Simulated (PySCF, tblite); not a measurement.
**C3H3F2O2 radical: geometry, infrared bands and EPR parameters**

What infrared bands and EPR parameters should C3H3F2O2 radical (`CC(=O)O[C](F)F`) show?

Programs: tblite 0.8.0 and PySCF 2.14.0, with density-fitted response routines of our own. Each step states its level of theory. These are calculated values for one molecule in the gas phase, unless marked as measured. Atoms count from 0, in the outputs and in this text.

## Step 1: Starting geometry

10 atoms, charge 0, multiplicity 2; geometry from: force field or distance geometry start.

Bonds of the start (Å): C0–C1 1.49, C1–O2 1.24, C1–O3 1.37, O3–C4 1.40, C4–F5 1.34, C4–F6 1.36, C0–H7 1.09, C0–H8 1.09, C0–H9 1.10.

## Step 2: Relaxing the molecule with GFN2-xTB

What the job is given:

```
{"job": {"kind": "relax", "xc": "GFN2-xTB", "basis": "xTB"}, "charge": 0, "multiplicity": 2}
C     -1.611000     0.258200     0.427900
C     -0.269200    -0.377000     0.364600
O     -0.039900    -1.534000     0.738500
O      0.624800     0.510500    -0.169900
C      1.938700     0.035900    -0.128600
F      2.387700    -0.732200     0.875300
F      2.838900     0.612500    -0.971600
H     -1.970200     0.464400    -0.580600
H     -1.564300     1.183400     1.009300
H     -2.326600    -0.417000     0.927600
```

On the command line:

```console
$ OMP_NUM_THREADS=1 python probes_run.py task.json out
```

The driver reads the jobs from task.json and runs them one after another.

**Question.** This job is followed by: GFN2-xTB harmonic vibrations, gas phase; UKS B3LYP, pcH-1 on C F H O, non-relativistic, mean-field spin-orbit, GIAO. What will the session give for the following? strongest single infrared mode (GFN2-xTB); zero-point energy (GFN2-xTB); g(iso) (B3LYP); ⟨S²⟩; largest a(iso) (averaged by class); surface potential, 1st and 99th percentile.

As calculated:

| quantity | value |
| --- | --- |
| strongest single infrared mode (GFN2-xTB) | 1804 cm⁻¹, 468 km/mol |
| zero-point energy (GFN2-xTB) | 36.8 kcal/mol |
| g(iso) (B3LYP) | 2.00323 |
| ⟨S²⟩ | 0.752 (exact 0.75) |
| largest a(iso) (averaged by class) | 13C on C4, 566.2 MHz |
| surface potential, 1st and 99th percentile | -1.37 V and 1.38 V |

What this shows: Relaxing lowered the energy by 0.493 eV in 59 steps; the close pair that moved most is O3–C4, from 1.398 to 1.335 Å. All 24 modes are real, so the xTB geometry is a minimum. The strongest single mode, at 1804 cm⁻¹, moves mainly C1 and O2. GFN2-xTB is a fitted tight-binding method: band positions and strengths are rough. Its intensities can rank the bands wrongly. Most of the unpaired spin sits on C4 (0.81 e). The isotropic g lies 0.9 ppt above the free-electron value.
